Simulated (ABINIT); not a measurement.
Runs of ABINIT 10.8.3 (patched build) on Ta4O. It takes space group P4/mmm (No. 123, tetragonal). Conventional cell: a = 3.257 Å, b = 3.257 Å, c = 7.409 Å, α = 90.00°, β = 90.00°, γ = 90.00°. Around Ta (site symmetry 4/mmm) lie 8 Ta at 2.81 Å. Ta (site symmetry 4mm) is surrounded by 1 O at 2.10 Å. Ta (site symmetry 4/mmm) is surrounded by 4 O at 2.30 Å. O (site symmetry 4/mmm) is surrounded by 6 Ta at 2.10 to 2.30 Å. The cell comes from a database or a generator and needn't be the stable form of this composition.

```tsv
task	level	potentials or basis	cell	k mesh	cutoff (eV)	fine-grid cutoff	gap on the mesh (eV)	pressure (GPa)	largest force (eV/Å)
band structure	r2SCAN	JTH PAW PBE v2.0	as given	7 × 7 × 3	762	1360.57 eV	none	-5.0	0.23
band structure	LDA	JTH PAW LDA v2.0	as given	8 × 8 × 4	626	1224.51 eV	none	(b)	0.05
single point	PBEsol	PseudoDojo NC SR PBEsol v0.4.1 standard	atoms moved at random, drawn with an rms of 0.05 Å	8 × 8 × 4	1143	-	none	-7.6	0.91
band structure	PBEsol	PseudoDojo NC SR PBEsol v0.4.1 standard	as given	8 × 8 × 4	1143	-	none	(a)	0.07
```

Alike in all rows: no spin polarisation; smearing fermi-dirac 0.05 eV.

Problem. Estimate the missing entries.

Solution. (a) -8.2; (b) -14.1.

Caveats: spin-orbit coupling is left out, which moves the levels of the heavy elements (some runs); the PAW data sets were made with another functional, which shifts forces and pressure a little (some runs).

A k mesh can miss the band edges, and the runs leave out spin-orbit coupling on Ta.

A gap of «none» marks a metal or a gap under the smearing width.

Runs at the PBE level aren't shown here.
